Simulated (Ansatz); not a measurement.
# F₂H₂NY: vertical ionisation energy

The task here is to estimate one member of a computed series from the others.

Program: Ansatz 0.2.0, Gaussian basis. Level of theory: unrestricted cation, the program's frozen cores in correlated methods. These are calculated values, not measurements.

Levels to be run: UKS PBE-D4/def2-TZVPP; UKS r2SCAN-D4/def2-TZVPP; UKS PBE0-D4/def2-TZVPP; UKS B3LYP-D4/def2-TZVPP; UKS wB97X-V/def2-TZVPP; UKS wB97M-V/def2-TZVPP; UKS B2PLYP/def2-TZVPP; UHF-CCSD(T)/def2-TZVPP; UHF-MP2/def2-QZVPP; extrapolation to the limit; then −ε(HOMO) from the neutral's earlier runs with LDA (SPW92), PBE-D4, revPBE-D4, BLYP-D4, r2SCAN-D4, B97M-V, PBE0-D4, B3LYP-D4, r2SCANh-D4, r2SCAN0-D4, HSE06-D4, BHLYP-D4, CAM-B3LYP-D4, LC-ωPBE, ωB97X-V, ωB97M-V.

## The geometry

All runs share one geometry, relaxed beforehand with PBE0-D4 in a triple-zeta def2 set. Y takes the def2 core potential; no spin-orbit term is included.

SMILES `[NH2][Y]([F])[F]`, 6 atoms, charge 0, spin multiplicity 1.

Atoms are counted from 1 here; the program's logs count them from 0.

Bond lengths: N1–Y2 2.133 Å, N1–H5 1.013 Å, N1–H6 1.013 Å, Y2–F3 2.006 Å, Y2–F4 2.006 Å. Angles: Y2–N1–H5 126.9°, Y2–N1–H6 126.9°, H5–N1–H6 106.2°, N1–Y2–F3 118.0°, N1–Y2–F4 118.0°, F3–Y2–F4 124.0°.

The first run:

in.yaml reads:

```yaml
crystal:
  periodic: [false, false, false]
  atoms:
    - {symbol: N, position_ang: [-0.194152, 1.140285, -0.153933]}
    - {symbol: Y, position_ang: [0.169347, -0.944376, 0.112041]}
    - {symbol: F, position_ang: [-1.103074, -2.239206, -0.742246]}
    - {symbol: F, position_ang: [1.765245, -1.491034, 1.198190]}
    - {symbol: H, position_ang: [0.358365, 1.906140, 0.213804]}
    - {symbol: H, position_ang: [-0.953632, 1.564191, -0.674055]}
basis:
  gaussian: {orbitals: def2-TZVPP}
total_charge: 1
magnetization: {spin_polarized: true, initial_magnetization: 1}
hamiltonian: {xc: pbe, dispersion: d4}
```

Launch:

```sh
ansatz run in.yaml --threads 4 --pin off --events-out ev --progress --plain --max-ram 10444MiB
```

Steps of the session up to this table: Cation, UKS PBE-D4/def2-TZVPP; Cation, UKS r2SCAN-D4/def2-TZVPP; Cation, UKS PBE0-D4/def2-TZVPP; Cation, UKS B3LYP-D4/def2-TZVPP; Cation, UKS wB97X-V/def2-TZVPP; Cation, UKS wB97M-V/def2-TZVPP; Cation, UKS B2PLYP (frozen core)/def2-TZVPP; Cation, UHF-CCSD(T)/def2-TZVPP; Cation, UHF-MP2/def2-QZVPP.

One table of the session follows, with a row left open; its other results are not shown here.

Orbital estimates, from the neutral's runs:

| functional | −ε(HOMO) (eV) |
| --- | --- |
| LDA (SPW92) | 6.09 |
| PBE-D4 | 5.87 |
| revPBE-D4 | 5.79 |
| BLYP-D4 | 5.76 |
| r2SCAN-D4 | 6.11 |
| B97M-V | 6.10 |
| PBE0-D4 | 7.20 |
| B3LYP-D4 | 6.98 |
| r2SCANh-D4 | 6.62 |
| r2SCAN0-D4 | 7.38 |
| HSE06-D4 | 6.79 |
| BHLYP-D4 | 8.45 |
| CAM-B3LYP-D4 | 8.63 |
| LC-ωPBE | 10.00 |
| ωB97X-V | ? |
| ωB97M-V | 9.54 |

**Question.** Estimate the row for ωB97X-V.

As computed: −ε(HOMO) (eV): 9.62. In the column «−ε(HOMO) (eV)» it lies between ωB97M-V (9.54) and LC-ωPBE (10.00).
